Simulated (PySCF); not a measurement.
# Changing the system itself: HfCl

How does HfCl answer to another spin, charge, distance or environment?

Computed with PySCF 2.14.0. Level: each script names its method and basis.

4 further runs of the same task are left out: 4 that didn't finish.

## 1. The starting structure

HfCl: 2 atoms, charge 0, spin multiplicity 2.

Bond lengths: Hf1–Cl2 2.252 Å.

## 2. The run that the others are compared with

input.py reads:

```python
from pyscf import gto, scf, mcscf

mol = gto.M(
    atom='Hf 0 0 0; Cl 0 0 2.252',
    basis='jorge-dzp',
    charge=0,
    spin=1,
    verbose=4,
)
mf = scf.ROHF(mol)
mf.level_shift = 0.3
mf = mf.newton()
mf.kernel()
mc = mcscf.CASSCF(mf, 6, 5)
mc.kernel()
mc.analyze()
mf.dip_moment()
print('orbital energies (hartree):', mf.mo_energy[..., max(0, mol.nelec[1]-3):mol.nelec[0]+3].round(4))
```

Command:

```
> OMP_NUM_THREADS=1 python input.py
```

## 3. Bond 3.378 Å

Variant 1 changes bond length: 2.252 Å → 3.378 Å.

Changes to input.py since step 2:

```diff
@@ -3,3 +3,3 @@
 mol = gto.M(
-    atom='Hf 0 0 0; Cl 0 0 2.252',
+    atom='Hf 0 0 0; Cl 0 0 3.378',
     basis='jorge-dzp',
```

## 4. Bond 1.982 Å

Variant 2 changes bond length: 2.252 Å → 1.982 Å.

Changes to input.py since step 2:

```diff
@@ -3,3 +3,3 @@
 mol = gto.M(
-    atom='Hf 0 0 0; Cl 0 0 2.252',
+    atom='Hf 0 0 0; Cl 0 0 1.982',
     basis='jorge-dzp',
```

**Question.** What will these runs give? Wanted: for each run, E(SCF); from base; SCF dipole; after the SCF.

As calculated:

| run | E(SCF) (hartree) | from base (eV) | cycles | SCF dipole (D) | after the SCF |
| --- | --- | --- | --- | --- | --- |
| base | -14771.577933 | 0 | 3 macro | 1.66 | CASSCF correlation -0.943 eV |
| bond 3.378 Å | -14771.494302 | +2.2757 | 4 macro | 9.39 | CASSCF correlation -0.848 eV |
| bond 1.982 Å | -14771.510963 | +1.8223 | 3 macro | 0.57 | CASSCF correlation -0.894 eV |

What this shows: The largest comparable shift of the SCF energy, +2.276 eV, comes with the run “bond 3.378 Å”.
